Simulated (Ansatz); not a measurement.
**C4H6F4: taking an electron away**

The task here is to estimate one member of a computed series from the others.

Computed with Ansatz 0.2.0, Gaussian basis. Level: unrestricted cation, the program's frozen cores in correlated methods.

Plan: UKS PBE-D4/def2-TZVPP; UKS r2SCAN-D4/def2-TZVPP; UKS PBE0-D4/def2-TZVPP; UKS B3LYP-D4/def2-TZVPP; UKS wB97X-V/def2-TZVPP; UKS wB97M-V/def2-TZVPP; UKS B2PLYP/def2-TZVPP; UHF-CCSD(T)/def2-TZVPP; UHF-MP2/def2-QZVPP; extrapolation to the limit; then −ε(HOMO) from the neutral's earlier runs with LDA (SPW92), PBE-D4, revPBE-D4, BLYP-D4, r2SCAN-D4, B97M-V, PBE0-D4, B3LYP-D4, r2SCANh-D4, r2SCAN0-D4, HSE06-D4, BHLYP-D4, CAM-B3LYP-D4, LC-ωPBE, ωB97X-V, ωB97M-V.

## The geometry

An earlier PBE0-D4 in a triple-zeta def2 set relaxation fixed the geometry.

SMILES `FC[C@@H](F)[C@H](F)CF`, 14 atoms, charge 0, spin multiplicity 1.

Atoms are counted from 1 here; the program's logs count them from 0.

Bond lengths: F1–C2 1.376 Å, C2–C3 1.506 Å, C2–H9 1.092 Å, C2–H10 1.094 Å, C3–F4 1.384 Å, C3–C5 1.513 Å, C3–H11 1.096 Å, C5–F6 1.384 Å, C5–C7 1.506 Å, C5–H12 1.096 Å, C7–F8 1.376 Å, C7–H13 1.092 Å, C7–H14 1.094 Å. Angles: F1–C2–C3 109.7°, F1–C2–H9 108.8°, F1–C2–H10 108.5°, C3–C2–H9 110.2°, C3–C2–H10 110.1°, H9–C2–H10 109.5°, C2–C3–F4 109.3°, C2–C3–C5 112.2°, C2–C3–H11 109.3°, F4–C3–C5 110.0°, F4–C3–H11 107.2°, C5–C3–H11 108.8°, C3–C5–F6 110.0°, C3–C5–C7 112.2°, C3–C5–H12 108.8°, F6–C5–C7 109.3°, F6–C5–H12 107.2°, C7–C5–H12 109.3° and more.

Set-up of the first run:

Contents of in.yaml:

```yaml
crystal:
  periodic: [false, false, false]
  atoms:
    - {symbol: F, position_ang: [-1.590384, -1.489973, 2.082551]}
    - {symbol: C, position_ang: [-0.864908, -0.396157, 1.669256]}
    - {symbol: C, position_ang: [-0.447440, -0.576554, 0.233932]}
    - {symbol: F, position_ang: [-1.561342, -0.478445, -0.581498]}
    - {symbol: C, position_ang: [0.594339, 0.435714, -0.190633]}
    - {symbol: F, position_ang: [0.225229, 1.700049, 0.234274]}
    - {symbol: C, position_ang: [0.797289, 0.452402, -1.682446]}
    - {symbol: F, position_ang: [1.928587, 1.173400, -1.988861]}
    - {symbol: H, position_ang: [-1.485360, 0.496143, 1.772761]}
    - {symbol: H, position_ang: [0.018538, -0.303156, 2.308611]}
    - {symbol: H, position_ang: [-0.036350, -1.584272, 0.100749]}
    - {symbol: H, position_ang: [1.544008, 0.193297, 0.300887]}
    - {symbol: H, position_ang: [-0.059198, 0.916955, -2.174883]}
    - {symbol: H, position_ang: [0.923992, -0.568602, -2.055801]}
basis:
  gaussian: {orbitals: def2-TZVPP}
total_charge: 1
magnetization: {spin_polarized: true, initial_magnetization: 1}
hamiltonian: {xc: pbe, dispersion: d4}
```

On the command line:

```bash
ansatz run in.yaml --threads 2 --pin off --events-out ev --progress --plain --max-ram 32768MiB --backend cuda --devices 0, --max-vram 18GiB
```

Steps of the session up to this table: Cation, UKS PBE-D4/def2-TZVPP; Cation, UKS r2SCAN-D4/def2-TZVPP; Cation, UKS PBE0-D4/def2-TZVPP; Cation, UKS B3LYP-D4/def2-TZVPP; Cation, UKS wB97X-V/def2-TZVPP; Cation, UKS wB97M-V/def2-TZVPP; Cation, UKS B2PLYP (frozen core)/def2-TZVPP; Cation, UHF-CCSD(T)/def2-TZVPP; Cation, UHF-MP2/def2-QZVPP.

One of the session's tables, all rows but one given; the rest of the session is left out.

For comparison, −ε(HOMO) of the neutral from earlier runs:

| functional | −ε(HOMO) (eV) |
| --- | --- |
| LDA (SPW92) | 7.92 |
| PBE-D4 | 7.72 |
| revPBE-D4 | 7.63 |
| BLYP-D4 | ? |
| r2SCAN-D4 | 8.11 |
| B97M-V | 8.30 |
| PBE0-D4 | 9.48 |
| B3LYP-D4 | 9.26 |
| r2SCANh-D4 | 8.76 |
| r2SCAN0-D4 | 9.74 |
| HSE06-D4 | 9.07 |
| BHLYP-D4 | 11.21 |
| CAM-B3LYP-D4 | 11.01 |
| LC-ωPBE | 12.26 |
| ωB97X-V | 11.95 |
| ωB97M-V | 11.87 |

Q: Estimate the row for BLYP-D4 from the others.

Worked estimate for «−ε(HOMO) (eV)». Against the share of exact exchange, B3LYP-D4 (0.2, 9.26), BHLYP-D4 (0.5, 11.21) give a slope of 6.50 per unit share; at 0 the line stands at 7.96.

As computed: −ε(HOMO) (eV): 7.68. In «−ε(HOMO) (eV)» the line misses by +0.28.
